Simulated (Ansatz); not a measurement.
# Ti4Ru: from a guess to a relaxed structure, part 2 of 2

The task: take a trial cell of Ti4Ru to zero force and stress.

Ansatz 0.2.0; DFT PBE, scalar-relativistic, plane waves, PAW. Earlier steps stand in the parts before.

**4. Spin check on a coarse mesh**

Contents of input.yaml:

```yaml
crystal:
  lattice:
    - [-2.9130370037, 2.9130370037, 2.9130370037]
    - [2.9130370037, -2.9130370037, 2.9130370037]
    - [2.9130370037, 2.9130370037, -2.9130370037]
  atoms:
    - { symbol: Ti, position: [0.5, 0.5, 0.5], spin: 1.0 }
    - { symbol: Ti, position: [0.5, 0.0, 0.0], spin: 1.0 }
    - { symbol: Ti, position: [0.0, 0.0, 0.5], spin: 1.0 }
    - { symbol: Ti, position: [0.0, 0.5, 0.0], spin: 1.0 }
    - { symbol: Ru, position: [0.0, 0.0, 0.0], spin: 1.0 }
basis:
  ecutwfc: 420
kpoints:
  mp_grid: { grid: [4, 4, 4] }
hamiltonian:
  xc: pbe
scf:
  occupations: { method: gaussian, width: 0.1 }
  lower_state_search: "off"
output:
  forces: true
  stress: true
  eigenvalues: true
  populations: true
magnetization:
  spin_polarized: true
```

Command:

```console
$ ansatz run input.yaml --threads 1 --pin off --max-ram 2048MiB --backend cpu --events-out ev --progress --plain --runs-dir out
```

What it wrote, shortened:

```text
[...]
SCF converged after 21 iterations
Magnetization: -0.0000 μB (32.0000 up, 32.0000 down)
Absolute magnetization: 0.0000 μB (∫|ρ↑−ρ↓|, with the PAW one-centre terms)
Spin contamination: 0.0000 ħ² per cell (⟨S²⟩ above its minimum at these occupations)
Per-site moments (μB) at R_I (Å): [(-4.176344144012859e-6, 1.0406401695394254), (-4.176344144109079e-6, 1.0406401695394254), (-4.176344144130619e-6, 1.0406401695394254), (-4.176344144102047e-6, 1.0406401695394254), (1.6797066610492688e-6, 1.0406401695394254)]
Free energy (F): -15875.111682 eV
[...]
E sigma→0 (E₀):  -15875.088331 eV
Entropy (-TS):   -0.046703 eV (-9.341 meV/atom)
Fermi energy:    12.143471 eV
[...]
--- Forces (eV/Å), atoms counted from 1 ---
  atom   1  Ti     0.00000000    -0.00000000     0.00000000
  atom   2  Ti     0.00000000    -0.00000000    -0.00000000
  atom   3  Ti     0.00000000    -0.00000000    -0.00000000
  atom   4  Ti     0.00000000    -0.00000000     0.00000000
  atom   5  Ru    -0.00000000     0.00000000     0.00000000
[...]
--- Stress (GPa, compression-positive) ---
        0.144471       0.000000       0.000000
       -0.000000       0.144471       0.000000
        0.000000      -0.000000       0.144471
  P = ⅓ Tr σ = 0.1445 GPa (1.445 kbar)
--- Band table (eV; the first three rows and the last of 16) ---
[...]
--- Löwdin populations: 5 sites ---
  site symbol       q [e]    m [muB]
     0     Ti     11.7701    -0.0000
     1     Ti     11.7701    -0.0000
     2     Ti     11.7701    -0.0000
     3     Ti     11.7701    -0.0000
     4     Ru     16.4693     0.0000
  spilling = 0.007038 (of n_electrons = 64.000000)
```

It took 18 s on 1 thread of Arm Neoverse N1, shared host; peak memory 0.38 GiB.

Per atom:

| atom | Löwdin electrons |
| --- | --- |
| Ti1 | 11.77 |
| Ti2 | 11.77 |
| Ti3 | 11.77 |
| Ti4 | 11.77 |
| Ru5 | 16.47 |

The Löwdin counts miss 0.45 of the 64 electrons, which the atomic orbitals do not span, so they are no charges.

The same cell is solved with trial moments on Ru and Ti. The largest site moment that stays is 0.00 μB and the cell's total 0.00 μB. The workflow keeps spin only above 0.25 μB on a site, so the next run goes without spin.

**5. Full relaxation**

The end of the coarse run is made exact in the group found at a tolerance of 0.06 Å and reduced to its primitive cell.

Contents of input.yaml:

```yaml
crystal:
  lattice:
    - [-2.9130370037, 2.9130370037, 2.9130370037]
    - [2.9130370037, -2.9130370037, 2.9130370037]
    - [2.9130370037, 2.9130370037, -2.9130370037]
  atoms:
    - { symbol: Ti, position: [0.5, 0.5, 0.5] }
    - { symbol: Ti, position: [0.5, 0.0, 0.0] }
    - { symbol: Ti, position: [0.0, 0.0, 0.5] }
    - { symbol: Ti, position: [0.0, 0.5, 0.0] }
    - { symbol: Ru, position: [0.0, 0.0, 0.0] }
basis:
  ecutwfc: 420
kpoints:
  mp_grid: { grid: [10, 10, 10] }
hamiltonian:
  xc: pbe
scf:
  occupations: { method: gaussian, width: 0.1 }
output:
  forces: true
  stress: true
  eigenvalues: true
relax:
  adjacent_minimum: "off"
  f_tol: 0.01
  max_steps: 80
  cell: { stress_tol: 0.05 }
```

Command:

```console
$ ansatz run input.yaml --threads 1 --pin off --max-ram 2048MiB --backend cpu --events-out ev --progress --plain --runs-dir out
```

What it wrote, shortened:

```text
Warning: RAYON_NUM_THREADS=1 ignored (pool sized by the plan → 1); use --threads N
[...]
[... 4 set-up lines as earlier in the session ...]
[...]
Crystal: 5 atoms, lattice volume = 98.878 Å³
Basis set: ecut = 420 eV, 1961 PW (Γ), exchange–correlation on 72×72×72 points (8 copies of the dense FFT grid, shifted against one another)
Bands: 39, of which v1, the nominal top of the filled ones, is band 32 counted from 1 (31 counted from 0)
[... 1 set-up line as earlier in the session ...]
Space group: Im-3m (ITA 229), of the structure as read, at distance tolerance 4.6e-5 Å
k-points: 47 of 1000
[...]
SCF iter   1: F=—  HF=-15875.091194 eV  |F-HF|=—  |Δ(HF+E_count)|=         —  Δρ=6.06e-3  dr2=7.13e-2  ethr=1.77e-3  ⟨swp⟩=4.9  Hψ=6276  notcnv=0
[...]
  atom   4  Ti     0.00000000    -0.00000000     0.00000000
  atom   5  Ru    -0.00000000     0.00000000     0.00000000
[...]
--- Stress (GPa, compression-positive) ---
        0.015136      -0.000000      -0.000000
       -0.000000       0.015136      -0.000000
        0.000000      -0.000000       0.015136
  P = ⅓ Tr σ = 0.0151 GPa (0.151 kbar)
--- Band table (eV; the first three rows and the last of 47) ---
[...]
--- Relaxed structure (1 steps of the walk, 1 accepted, 1 SCFs on fresh bases) ---
  F+E_penalty+E_count = -15875.07696011 eV   max|allowed force component| = 2.398e-29 eV/Å   (the final SCF, on the basis selected at the relaxed cell)
  cell:  # Å, volume = 98.8776 Å³
    - [-2.9130370037, 2.9130370037, 2.9130370037]
    - [2.9130370037, -2.9130370037, 2.9130370037]
    - [2.9130370037, 2.9130370037, -2.9130370037]
  atoms:
    - { symbol: Ti, position: [0.5, 0.5, 0.5] }
    - { symbol: Ti, position: [0.5, 0.0, 0.0] }
    - { symbol: Ti, position: [0.0, 0.0, 0.5] }
    - { symbol: Ti, position: [0.0, 0.5, 0.0] }
    - { symbol: Ru, position: [0.0, 0.0, 0.0] }
```

Wall time 41 s (1 thread of Arm Neoverse N1, shared host); peak memory 0.45 GiB.

Relaxation path:

```
step  energy from step 1 (eV/cell)  largest force component (eV/Å)  pressure (GPa)  volume (Å³)
   1                        0.0000                          0.0000            0.02        98.88
   2                        0.0000                          0.0000            0.02        98.88
```

Step 1 is the start. Step 2 repeats the geometry before it on a plane-wave basis chosen anew for that cell, so its energy need not be comparable with the rows above.

Lengths and angles in the start's conventional setting:

|  | before | after | change |
| --- | --- | --- | --- |
| a (Å) | 5.826 | 5.826 | 0.0 % |
| b (Å) | 5.826 | 5.826 | 0.0 % |
| c (Å) | 5.826 | 5.826 | 0.0 % |
| volume (Å³/atom) | 19.78 | 19.78 | 0.0 % |
| shortest distance (Å) | 2.523 | 2.523 | 0.0 % |
| space group (0.01 Å) | Im-3m | Im-3m | same |

Forces and stress were held to the start's 48 operations: a distortion of lower symmetry was not tested.

**6. Summary of results**

This closing draws on all 2 parts. Changes of volume or cell count from the first structure of part 1.

```
                              quantity                                                                      value
symmetry at the end (tolerance 0.05 Å)                                                space group Im-3m (No. 229)
                     conventional cell  a = 5.826 Å, b = 5.826 Å, c = 5.826 Å, α = 90.00°, β = 90.00°, γ = 90.00°
                                volume                                                              19.78 Å³/atom
              energy over the elements                                                              +0.46 eV/atom
                       gap on the mesh                                                               none (metal)
```

What this shows: The space group Im-3m (No. 229) is kept, and the volume per atom grows by 47.4 % from the first guess. The formation energy is positive, so the separate elements lie lower. No finished test with a distortion of lower symmetry is shown, so the end may be a saddle point. Other magnetic orders were not searched.
